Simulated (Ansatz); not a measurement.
# NbAs: pressure against volume

An exercise on one series of results from a longer session: the logs are not shown, and one member is left open.

Method: DFT LDA, scalar-relativistic, in Ansatz 0.2.0.

3 further runs of the same task are left out: 3 that didn't finish.

## The structure to begin with

Symmetry: I4_1md, No. 109, tetragonal system. Conventional cell: a = 3.452 Å, b = 3.452 Å, c = 11.680 Å, α = 90.00°, β = 90.00°, γ = 90.00°. Around Nb (site symmetry 2mm) lie 6 As at 2.60 to 2.63 Å. As (site symmetry 2mm) is surrounded by 6 Nb at 2.60 to 2.63 Å.

Coordinates:

```cif
data_structure
_symmetry_space_group_name_H-M 'I4_1md'
_symmetry_Int_Tables_number 109
_cell_length_a 3.4517
_cell_length_b 3.4517
_cell_length_c 11.6800
_cell_angle_alpha 90.000
_cell_angle_beta 90.000
_cell_angle_gamma 90.000
_cell_volume 139.16
loop_
_atom_site_label
_atom_site_type_symbol
_atom_site_symmetry_multiplicity
_atom_site_Wyckoff_symbol
_atom_site_fract_x
_atom_site_fract_y
_atom_site_fract_z
_atom_site_occupancy
Nb1 Nb 4 a 0.50000 0.50000 0.00000 1
As1 As 4 a 0.00000 0.00000 0.91600 1
```

The file gives the conventional cell by its symmetry; the runs use the cell typed in the input.

Atoms are numbered in the order of the input: Nb1, Nb2, As3, As4.

Set-up of the first run:

Contents of input.yaml:

```yaml
crystal:
  lattice:
    - [-1.6906186857, 1.6906186857, 5.7207828749]
    - [1.6906186857, -1.6906186857, 5.7207828749]
    - [1.6906186857, 1.6906186857, -5.7207828749]
  atoms:
    - { symbol: Nb, position: [0.75, 0.75, 0.0] }
    - { symbol: Nb, position: [0.5, 0.0, 0.5] }
    - { symbol: As, position: [0.166, 0.166, 0.0] }
    - { symbol: As, position: [0.916, 0.416, 0.5] }
kpoints:
  mp_grid: { grid: [15, 15, 15] }
  band_path:
    path:
      - [0.0, 0.0, 0.0]
      - [0.0, 0.0, 0.5]
      - [0.25, 0.25, 0.25]
      - [0.0, 0.5, 0.0]
      - [0.0, 0.0, 0.0]
      - [0.5, 0.5, -0.5]
      - [0.2718333516, 0.7281666484, -0.2718333516]
      - [-0.2718333516, 0.2718333516, 0.2718333516]
      - [0.0, 0.0, 0.0]
    npoints: 5
scf:
  occupations: { method: fermi_dirac, width: 0.08 }
hamiltonian:
  xc: lda
  pseudopotentials: { kind: all_electron, lapw: { basis_error: 0.0005 } }
output:
  forces: true
  stress: true
  eigenvalues: true
```

On the command line:

```
$ ansatz run input.yaml --threads 1 --pin off --max-ram 4096MiB --backend cpu --events-out ev --progress --plain --runs-dir out
```

Steps of the session up to this table: Volume × 0.94, LAPW; Volume × 0.94, PAW; Volume × 0.94, crystal datasets; Volume × 0.98, LAPW; Volume × 0.98, PAW; Volume × 1.01, LAPW; Volume × 1.01, PAW; Volume × 1.04, LAPW; Volume × 1.04, PAW.

One of the session's tables, all rows but one given; the rest of the session is left out.

It belongs to the step «The equation of state». 

```
          method  volume (Å³/atom)  F above the lowest (meV/atom)  largest force (eV/Å)
            LAPW            16.351                            7.8                 0.354
            LAPW            17.047                            0.0                 0.297
            LAPW            17.569                           15.3                 0.260
            LAPW            18.091                           45.5                 0.226
             PAW            16.351                              ?                     ?
             PAW            17.047                            0.0                 0.298
             PAW            17.569                           15.3                 0.260
             PAW            18.091                           45.5                 0.226
crystal datasets            16.351                              –                 0.354
```

Estimate the missing values for PAW, 16.351.

**Answer.** F above the lowest (meV/atom): 7.8; largest force (eV/Å): 0.355.

Caveats from the session: Warnings in the runs' records: gradients without spin orbit, crystal datasets made.
